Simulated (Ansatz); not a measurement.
# CdIr (P6/mmm) in Ansatz: convergence with wavefunction cutoff

Aim: find how far wavefunction cutoff must go before the results for CdIr settle, at r2SCAN. This setting moves, with any that are tied to it; all else stays.

All numbers are computed with Ansatz 0.2.0; they aren't measurements. Logs are shortened: lines on timing, memory, paths and dates and some standing lists are left out, and cuts for length are marked.

### 1 The crystal as given

The structure is hexagonal, space group P6/mmm (No. 191). Conventional cell: a = 3.285 Å, b = 3.285 Å, c = 4.448 Å, α = 90.00°, β = 90.00°, γ = 120.00°. Cd (site symmetry 6/mmm) is surrounded by 2 Ir at 2.22 Å. Around Ir (site symmetry 6/mmm) lie 2 Cd at 2.22 Å.

The cell was built by a generator and needn't be a form met in nature.

### 2 With wavefunction cutoff 200 eV

input.yaml

```yaml
crystal:
  lattice:
    - [3.28537975, 0.0, 0.0]
    - [-1.64268988, 2.84522233, 0.0]
    - [0.0, 0.0, 4.44783669]
  atoms:
    - { symbol: Cd, position: [0.0, 0.0, 0.0] }
    - { symbol: Ir, position: [0.0, 0.0, 0.5] }
hamiltonian:
  xc: r2scan
  pseudopotentials: { kind: paw }
kpoints:
  mp_grid: { grid: [8, 8, 5] }
scf:
  occupations: { method: methfessel_paxton, width: 0.1 }
output:
  forces: true
  stress: true
  eigenvalues: true
basis:
  ecutwfc: "200 eV"
```

Potentials or basis: Ansatz PAW.

On the command line:

```
$ ansatz run input.yaml --threads 2 --pin off --max-ram 5632MiB --backend cpu --events-out ev --progress --plain --runs-dir out
```

The program printed:

```text
Warning: basis.ecutwfc = 200 eV is below the records' recommended 500 eV, and the density's cutoff is lower with it unless basis.ecutrho_ratio is high enough to keep the records' density cutoff: compare with a run at a higher cutoff
Warning: RAYON_NUM_THREADS=2 ignored (pool sized by the plan → 2); use --threads N
Engine: ansatz 0.2.0, aarch64-unknown-linux-gnu
Pseudopotentials: kind: paw
Pseudopotential: Cd, paw, valence charge 20, recommended cutoff 500 eV (meta_gga), Cd.paw.azcp
Pseudopotential: Ir, paw, valence charge 17, recommended cutoff 500 eV (meta_gga), Ir.paw.azcp
Functional definition: r2SCAN
  parameter k0 = 0.174
  parameter k1 = 0.065
  parameter a1 = 4.9479
  exchange = r2scan_x(k0 = k0, k1 = k1, a1 = a1)
  correlation = r2scan_c
Crystal: 2 atoms, lattice volume = 41.577 Å³
Basis set: ecut = 200 eV, 287 PW (Γ), exchange–correlation on 64×64×96 points (64 copies of the dense FFT grid, shifted against one another)
Bands: 23, of which v1, the nominal top of the filled ones, is band 19 counted from 1 (18 counted from 0)
Symmetry: 24 space group operations
Space group: P6/mmm (ITA 191), of the structure as read, at distance tolerance 3.5e-5 Å
k-points: 30 of 320
Non-local potential: Cd, projectors of the file, l = 0: 3, l = 1: 2, l = 2: 2, l = 3: 1
Non-local potential: Ir, projectors of the file, l = 0: 3, l = 1: 2, l = 2: 2, l = 3: 1
PAW form: soft (Blöchl's): semilocal exchange-correlation on the pseudo side does not see the compensation charge
PAW frozen core: Cd, regenerated for the run's functional (the file was generated under x = pbe(κ = 0.804, μ = 0.2195149727645171), c = pbe(β = 0.06672455060314922))
PAW frozen core: Ir, regenerated for the run's functional (the file was generated under x = pbe(κ = 0.804, μ = 0.2195149727645171), c = pbe(β = 0.06672455060314922))
PAW one-centre angular grid: Cd, 590 points (default); XC on 160 Gauss nodes
PAW one-centre angular grid: Ir, 590 points (default); XC on 160 Gauss nodes
Initial density: superposition of atomic densities (neutral atoms: chi_scale 0, normalization atom), corrected by the library's trained network
Initial wavefunctions: pseudopotential atomic-orbital guess
Functional: x = r2scan, c = r2scan; τ floored in thin density (d = 2e-4 eV/Å³)
SCF iter   1: F=—  HF=-20191.049355 eV  |F-HF|=—  |Δ(HF+E_count)|=         —  Δρ=1.42e-1  dr2=3.89e0  dr2_τ=1.61e0  ethr=1.77e-3  ⟨swp⟩=5.0  Hψ=2630  notcnv=0
preconditioner: auto → Resta (q_TF=auto, 2.676 Å⁻¹)  ε∞=6.9  [insulator: Δε(μ)=0.114 eV  Ē_g=10.865 eV  σ=0.100 eV  W_gap=0.81  n_scr=20 (ndim 8)  ℏωp=26.4 eV  f_vac=0.000  D(μ)=1.06/eV (n_scr^D=2)  ε∞_Penn≈6.9]
SCF iter   2: F=—  HF=-20189.657606 eV  |F-HF|=—  |Δ(HF+E_count)|=    1.39e0  S|Δr|=    0.00e0  Δρ=5.77e-2  dr2=4.90e-1  dr2_τ=8.08e-2  ethr=1.77e-3  ⟨swp⟩=2.0  Hψ=1610  notcnv=0  defer=10
SCF iter   3: F=—  HF=-20189.583188 eV  |F-HF|=—  |Δ(HF+E_count)|=   7.44e-2  S|Δr|=    0.00e0  Δρ=1.64e-2  dr2=4.70e-2  dr2_τ=2.21e-2  ethr=1.32e-3  ⟨swp⟩=2.0  Hψ=1339  notcnv=0  defer=9
SCF iter   4: F=—  HF=-20189.596136 eV  |F-HF|=—  |Δ(HF+E_count)|=   1.29e-2  S|Δr|=    0.00e0  Δρ=5.82e-3  dr2=2.15e-2  dr2_τ=3.06e-3  ethr=1.27e-4  ⟨swp⟩=2.0  Hψ=1021  notcnv=0  defer=9
SCF iter   5: F=—  HF=-20189.592878 eV  |F-HF|=—  |Δ(HF+E_count)|=   3.26e-3  S|Δr|=    0.00e0  Δρ=9.76e-4  dr2=6.70e-4  dr2_τ=2.43e-5  ethr=5.80e-5  ⟨swp⟩=1.7  Hψ=722  notcnv=0  defer=9
SCF iter   6: F=—  HF=-20189.593022 eV  |F-HF|=—  |Δ(HF+E_count)|=   1.44e-4  S|Δr|=    0.00e0  Δρ=5.98e-4  dr2=1.38e-4  dr2_τ=1.03e-5  ethr=1.81e-6  ⟨swp⟩=2.0  Hψ=982  notcnv=0  defer=9
SCF iter   7: F=—  HF=-20189.592994 eV  |F-HF|=—  |Δ(HF+E_count)|=   2.79e-5  S|Δr|=    0.00e0  Δρ=7.98e-5  dr2=4.97e-6  dr2_τ=4.12e-7  ethr=3.72e-7  ⟨swp⟩=2.0  Hψ=980  notcnv=0  defer=9
SCF iter   8: F=—  HF=-20189.593004 eV  |F-HF|=—  |Δ(HF+E_count)|=   9.19e-6  S|Δr|=    0.00e0  Δρ=3.87e-5  dr2=6.60e-7  dr2_τ=2.74e-8  ethr=1.34e-8  ⟨swp⟩=2.2  Hψ=969  notcnv=0  defer=9
SCF iter   9: F=-20189.593004 eV  HF=-20189.593004 eV  |F-HF|=4.98e-9  |Δ(HF+E_count)|=   3.68e-8  S|Δr|=    0.00e0  Δρ=8.44e-6  dr2=2.22e-8  dr2_τ=8.62e-10  ethr=2.70e-10  ⟨swp⟩=5.7  Hψ=2415  notcnv=0
SCF 1 converged in 9 iterations: F = -20189.593004 eV  dr2 = 2.22e-8
SCF converged after 9 iterations
Stability not checked: this state was not tested for a lower state beside it, because cold or Methfessel-Paxton smearing, or corrected tetrahedra, fill the levels in a way that the test cannot read (fill_not_monotonic; see scf.lower_state_search)
Free energy (F): -20189.593004 eV
Harris-Foulkes:  -20189.593004 eV  (|F-HF|=4.98e-9)
Internal energy: -20189.594227 eV  (E = F + TS)
E sigma→0 (E₀):  -20189.593309 eV
Entropy (-TS):   0.001223 eV (0.612 meV/atom)
Fermi energy:    14.903029 eV
--- Per-component energies (eV) ---
  E_band       = -705.693408
  E_kinetic    = 1187.794171
  E_local      = -4769.396261  (includes V_loc(G=0)·N_el)
  E_nonlocal   = 56.618983
  E_hartree    = 2078.243132
  E_xc         = -432.559010
  E_vxc        = -592.787093  (∫ρ·V_xc dr)
  E_paw        = -13334.799074  (= ΣΔE_a)
  E_vpaw       = -783.522117  (= ΣTr[D̂ρ^β])
  E_aug_tail   = 0.001658  (compensation charges beyond the density's cutoff)
  E_vtau       = 39.117582  (kinetic-family band-sum trace: ∫τ·v_τ [+ j·A + Jᵃ·Aᵃ] dr)
  E_ewald      = -4974.616162
  E_core_change = -0.881664  (= ΣΔE_core)
  E_smearing   = 0.001223  (= −TS)
  E_closure    = -0.000000  (closes the sum)
  Σ components = -20189.593004   (vs F -20189.593004, Δ=0.00e0)
--- Forces (eV/Å), atoms counted from 1 ---
  atom   1  Cd    -0.00000000    -0.00000000     0.00000000
  atom   2  Ir     0.00000000     0.00000000     0.00000000
  max |Σ_I F_I| component: 9.23e-29 eV/Å
--- Stress (GPa, compression-positive) ---
      -28.165871       0.000000       0.000000
        0.000000     -28.165871      -0.000000
        0.000000      -0.000000     136.680170
  P = ⅓ Tr σ = 26.7828 GPa (267.828 kbar)
--- Band table (eV; the first three rows and the last of 30) ---
  k-point 0: bands = ["-94.3359", "-80.7734", "-54.1906", "-53.9170", "-53.9170", "-36.2248", "-36.0386", "-36.0386", "2.6726", "3.9074", "3.9074", "4.4244", "4.4244", "7.0246", "11.8468", "13.2204", "13.2204", "14.0220", "14.0220", "16.5501", "22.3787", "26.7829", "26.7829"]
  k-point 1: bands = ["-94.2551", "-80.7596", "-54.1168", "-53.7958", "-53.7958", "-36.1286", "-35.8348", "-35.8348", "3.1090", "4.5128", "4.5128", "4.7166", "4.7166", "7.3744", "11.2893", "13.3883", "13.3883", "14.0577", "14.0577", "14.6924", "23.3507", "27.8619", "28.0612"]
  k-point 2: bands = ["-94.2498", "-80.7598", "-54.0587", "-53.8052", "-53.8052", "-36.0823", "-35.8434", "-35.8434", "4.0867", "4.7076", "4.7076", "4.7606", "4.7606", "8.6028", "10.3920", "12.3158", "13.3384", "13.3384", "13.5840", "13.5840", "26.4840", "28.7718", "30.2986"]
  k-point 29: bands = ["-94.2028", "-80.7438", "-54.0742", "-53.7655", "-53.7255", "-36.0996", "-35.8187", "-35.7478", "4.1614", "4.4731", "4.5472", "4.8944", "4.9870", "11.7599", "12.1325", "12.4548", "12.9636", "13.8242", "15.8044", "17.4672", "18.4725", "20.4448", "20.5262"]
```

It took 1.2 s on 2 threads of Arm Neoverse V1, shared host; peak memory 0.29 GiB.

What came out:

```
Free energy            : -20189.5930 eV
Pressure               : 26.8 GPa
Band gap on the k mesh : none (metal or under the smearing width)
```

### 3 With wavefunction cutoff 250 eV

input.yaml, as its differences from that of step 2:

```diff
@@ -20,2 +20,2 @@
 basis:
-  ecutwfc: "200 eV"
+  ecutwfc: "250 eV"
```

Potentials or basis: Ansatz PAW.

On the command line:

```
$ ansatz run input.yaml --threads 2 --pin off --max-ram 5632MiB --backend cpu --events-out ev --progress --plain --runs-dir out
```

Run time: 1.4 s. Hardware: 2 threads of Arm Neoverse V1, shared host; peak memory 0.31 GiB.

What came out:

* Free energy: -20208.9384 eV
* Pressure: 23.6 GPa
* Band gap on the k mesh: none (metal or under the smearing width)

### 4 With wavefunction cutoff 300 eV

input.yaml, as its differences from that of step 3:

```diff
@@ -20,2 +20,2 @@
 basis:
-  ecutwfc: "250 eV"
+  ecutwfc: "300 eV"
```

On the command line:

```
$ ansatz run input.yaml --threads 2 --pin off --max-ram 5632MiB --backend cpu --events-out ev --progress --plain --runs-dir out
```

Run time: 1.6 s. Hardware: 2 threads of Arm Neoverse V1, shared host; peak memory 0.33 GiB.

Results:

| Quantity | Value |
| --- | --- |
| Free energy | -20211.7704 eV |
| Pressure | 24.3 GPa |
| Band gap on the k mesh | none (metal or under the smearing width) |

### 5 With wavefunction cutoff 350 eV

input.yaml, as its differences from that of step 4:

```diff
@@ -20,2 +20,2 @@
 basis:
-  ecutwfc: "300 eV"
+  ecutwfc: "350 eV"
```

On the command line:

```
$ ansatz run input.yaml --threads 2 --pin off --max-ram 5632MiB --backend cpu --events-out ev --progress --plain --runs-dir out
```

It took 2 s on 2 threads of Arm Neoverse V1, shared host; peak memory 0.35 GiB.

Results:

```yaml
Free_energy: -20212.0574 eV
Pressure: 24.4 GPa
Band_gap_on_the_k_mesh: none (metal or under the smearing width)
```

### 6 With wavefunction cutoff 400 eV

input.yaml, as its differences from that of step 5:

```diff
@@ -20,2 +20,2 @@
 basis:
-  ecutwfc: "350 eV"
+  ecutwfc: "400 eV"
```

Potentials or basis: Ansatz PAW.

On the command line:

```
$ ansatz run input.yaml --threads 2 --pin off --max-ram 5632MiB --backend cpu --events-out ev --progress --plain --runs-dir out
```

Run time: 2.1 s. Hardware: 2 threads of Arm Neoverse V1, shared host; peak memory 0.37 GiB.

The run converged. Its results:

```
Free energy            : -20212.0742 eV
Pressure               : 24.4 GPa
Band gap on the k mesh : none (metal or under the smearing width)
```

### 7 With wavefunction cutoff 450 eV

input.yaml, as its differences from that of step 6:

```diff
@@ -20,2 +20,2 @@
 basis:
-  ecutwfc: "400 eV"
+  ecutwfc: "450 eV"
```

On the command line:

```
$ ansatz run input.yaml --threads 2 --pin off --max-ram 5632MiB --backend cpu --events-out ev --progress --plain --runs-dir out
```

Wall time 2.2 s (2 threads of Arm Neoverse V1, shared host); peak memory 0.38 GiB.

Results (log left out):

| Item | Value |
| --- | --- |
| Free energy | -20212.0819 eV |
| Pressure | 24.4 GPa |
| Band gap on the k mesh | none (metal or under the smearing width) |

### 8 With wavefunction cutoff 500 eV

input.yaml, as its differences from that of step 7:

```diff
@@ -20,2 +20,2 @@
 basis:
-  ecutwfc: "450 eV"
+  ecutwfc: "500 eV"
```

On the command line:

```
$ ansatz run input.yaml --threads 2 --pin off --max-ram 5632MiB --backend cpu --events-out ev --progress --plain --runs-dir out
```

It took 2.7 s on 2 threads of Arm Neoverse V1, shared host; peak memory 0.4 GiB.

Results (log left out):

| Property | Result |
| --- | --- |
| Free energy | -20212.0873 eV |
| Pressure | 24.4 GPa |
| Band gap on the k mesh | none (metal or under the smearing width) |

### 9 With wavefunction cutoff 600 eV

input.yaml, as its differences from that of step 8:

```diff
@@ -20,2 +20,2 @@
 basis:
-  ecutwfc: "500 eV"
+  ecutwfc: "600 eV"
```

Potentials or basis: Ansatz PAW.

On the command line:

```
$ ansatz run input.yaml --threads 2 --pin off --max-ram 5632MiB --backend cpu --events-out ev --progress --plain --runs-dir out
```

It took 3.2 s on 2 threads of Arm Neoverse V1, shared host; peak memory 0.44 GiB.

Results (log left out):

```
Free energy            : -20212.0908 eV
Pressure               : 24.4 GPa
Band gap on the k mesh : none (metal or under the smearing width)
```

### 10 With wavefunction cutoff 800 eV

input.yaml, as its differences from that of step 9:

```diff
@@ -20,2 +20,2 @@
 basis:
-  ecutwfc: "600 eV"
+  ecutwfc: "800 eV"
```

On the command line:

```
$ ansatz run input.yaml --threads 2 --pin off --max-ram 5632MiB --backend cpu --events-out ev --progress --plain --runs-dir out
```

Wall time 5.4 s (2 threads of Arm Neoverse V1, shared host); peak memory 0.56 GiB.

The run converged. Its results:

| Item | Value |
| --- | --- |
| Free energy | -20212.0932 eV |
| Pressure | 24.4 GPa |
| Band gap on the k mesh | none (metal or under the smearing width) |

### 11 Summary

```csv
wavefunction cutoff,"energy less the tightest run, at zero smearing (meV/atom)",pressure (GPa),SCF cycles,CPU time (s),peak memory (GiB)
200 eV,11250.16,26.78,9,2.3,0.29
250 eV,1577.60,23.56,9,2.5,0.31
300 eV,161.45,24.32,8,3.1,0.33
350 eV,17.90,24.40,8,3.7,0.35
400 eV,9.48,24.39,8,3.9,0.37
450 eV,5.67,24.37,8,4.1,0.38
500 eV,2.93,24.36,8,5.2,0.4
600 eV,1.19,24.36,8,6.2,0.44
800 eV,0.00,24.36,8,11,0.56
```

Against the tightest run, the pressure stays within 0.1 GPa from 300 eV on. Not settled before the last step: the energy (to 1 meV/atom). The tightest run that finished is the yardstick and may itself not be fully converged.

Caveats: so large a pressure means that the cell lies far from this level's equilibrium, or that cutoff or potentials fall short; the PAW data sets come from PBE, with cores solved anew for the run's functional, which leaves a small shift of forces and pressure.
